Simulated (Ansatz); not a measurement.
This script drives Ansatz's Python interface.

The script, `mgzn3s4_optics.py`:
```python
"""Independent-particle optical spectrum of MgZn3S4."""

from dataclasses import dataclass
import warnings

import ansatz as az
from ase import Atoms
import numpy as np


@dataclass
class RunConfig:
    cutoff: int = 450
    mesh: tuple[int, ...] = (4, 4, 4)
    filling: str = "Fixed"


cfg = RunConfig()

warnings.simplefilter("ignore", az.DeckWarning)

atoms = Atoms(
    ["Mg", "Zn", "Zn", "Zn", "S", "S", "S", "S"],
    scaled_positions=[
        (0.5, 0.5, 0.5),
        (0.0, 0.0, 0.5),
        (0.0, 0.5, 0.0),
        (0.5, 0.0, 0.0),
        (0.756335, 0.756335, 0.243665),
        (0.756335, 0.243665, 0.756335),
        (0.243665, 0.756335, 0.756335),
        (0.243665, 0.243665, 0.243665),
    ],
    cell=[
        (5.454799, 0.0, 0.0),
        (0.0, 5.454799, 0.0),
        (0.0, 0.0, 5.454799),
    ],
    pbc=True,
)
cell = az.Crystal.from_ase(atoms)

calculation = (
    cell.calculation()
    .functional(az.Functional.PBESOL)
    .basis(cfg.cutoff)
    .kpoints(mesh=cfg.mesh)
    .occupations(cfg.filling)
    .optics(energy_step=0.05, nscf_kmesh=(4, 4, 4), broadening_width=0.2, spectra_wanted_up_to=6)
)
res = calculation.run()
spectra = res.optics()
energy, filling = np.asarray(spectra.photon_energy_ev), spectra.band_filling
gapped = filling.kind == "insulating"
eps1 = np.asarray(filling.eps1 if gapped else filling.eps1_interband)[:3].mean(axis=0)
eps2 = np.asarray(filling.eps2 if gapped else filling.eps2_interband)[:3].mean(axis=0)
print("filling:", filling.kind, "- valid up to", round(spectra.valid_up_to_ev, 2), "eV,", spectra.n_bands, "bands")
top = min(12, spectra.valid_up_to_ev)
# mean of xx, yy and zz; between bands only where the bands are partly filled
print("E (eV)    eps1      eps2")
for e in np.arange(0.5, top + 0.01, 0.5):
    print(f"{e:5.1f} {np.interp(e, energy, eps1):9.3f} {np.interp(e, energy, eps2):9.3f}")
if gapped:
    print("eps_inf, bands beyond those summed included:", np.round(filling.eps_inf[:3], 3))
print("f-sum electrons:", np.round(filling.get("f_sum_n_eff"), 3))
```

It is started by `python mgzn3s4_optics.py`. Estimate its wall time and peak memory on 1 thread of Arm Neoverse V2, with other jobs on the host.

It took about 65 s, with a peak of 0.81 GiB, for 1 run of the engine.

```console
$ python mgzn3s4_optics.py
filling: insulating - valid up to 11.29 eV, 57 bands
E (eV)    eps1      eps2
  0.5     5.887     0.000
  1.0     6.018     0.000
  1.5     6.271     0.000
  2.0     6.776     0.013
  2.5     7.444     0.654
  3.0     7.728     1.115
  3.5     8.472     1.571
  4.0    10.163     3.699
  4.5     7.779     5.403
  5.0     8.367     5.273
  5.5    10.157    10.269
  6.0     2.467    10.953
  6.5     0.899     8.611
  7.0     1.628     7.698
  7.5    -0.142     9.691
  8.0    -3.276     7.116
  8.5    -3.423     4.984
  9.0    -2.988     3.546
  9.5    -2.089     2.698
 10.0    -1.762     2.782
 10.5    -2.009     2.365
 11.0    -1.774     1.787
eps_inf, bands beyond those summed included: [6.01 6.01 6.01]
f-sum electrons: [27.442 27.442 27.442]
```

The structure comes from a database of computed cells and needn't be a stable or known phase. Independent-particle spectra on Kohn-Sham bands hold no excitons, and semilocal gaps are too small.
